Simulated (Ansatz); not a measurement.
# Mg: the cost of one run

Program: Ansatz 0.2.0. Level of theory: DFT PBEsol, scalar-relativistic, plane waves, PAW. These are calculated values, not measurements.

16 further runs of the same task are left out: 16 set aside as unsound or not needed.

## Step 1: Starting point

It takes space group I4/mmm (No. 139, tetragonal). Conventional cell: a = 3.644 Å, b = 3.644 Å, c = 3.396 Å, α = 90.00°, β = 90.00°, γ = 90.00°. Mg (site symmetry 4/mmm) has 10 Mg at 3.09 to 3.40 Å as nearest neighbours.

Structure file:

```cif
data_structure
_symmetry_space_group_name_H-M 'I4/mmm'
_symmetry_Int_Tables_number 139
_cell_length_a 3.6439
_cell_length_b 3.6439
_cell_length_c 3.3961
_cell_angle_alpha 90.000
_cell_angle_beta 90.000
_cell_angle_gamma 90.000
_cell_volume 45.09
loop_
_atom_site_label
_atom_site_type_symbol
_atom_site_symmetry_multiplicity
_atom_site_Wyckoff_symbol
_atom_site_fract_x
_atom_site_fract_y
_atom_site_fract_z
_atom_site_occupancy
Mg1 Mg 2 a 0.00000 0.00000 0.00000 1
```

It goes back to an entry of the Materials Project, which need not be the stable form.

This cell was relaxed beforehand with the same method: volume 22.55 Å³/atom, gap on the mesh none (metal).

## Step 2: The scan

The energy is mapped over the lattice constants a and c of the conventional cell.

The axes are (1) lattice constant a (and b): 7 values from 3.389 to 3.899 Å; (2) lattice constant c: 7 values from 2.989 to 3.804 Å.

Nothing else is relaxed (symmetry fixes all fractional coordinates). Energies count from the relaxed crystal. Points are written as (first, second).

## Step 3: Point (3.389 Å, 3.124 Å)

The input, input.yaml:

```yaml
crystal:
  lattice:
    - [-1.6944, 1.6944, 1.5622]
    - [1.6944, -1.6944, 1.5622]
    - [1.6944, 1.6944, -1.5622]
  atoms:
    - { symbol: Mg, position: [0.0, 0.0, 0.0] }
basis:
  ecutwfc: 520.0
kpoints:
  mp_grid: { grid: [18, 18, 18] }
hamiltonian:
  xc: pbesol
scf:
  occupations: { method: gaussian, width: 0.15 }
output:
  forces: true
  stress: true
  eigenvalues: true
  write_density: true
  write_potential: true
  elf: true
  volumetric_format: npy
```

Command:

```sh
$ ansatz run input.yaml --threads 1 --pin off --max-ram 2048MiB --backend cpu --events-out ev --progress --plain --runs-dir out
```

Q: Estimate wall time and peak memory on 1 thread of Arm Neoverse N1, shared host.

About 13 s, with a peak of 0.38 GiB.
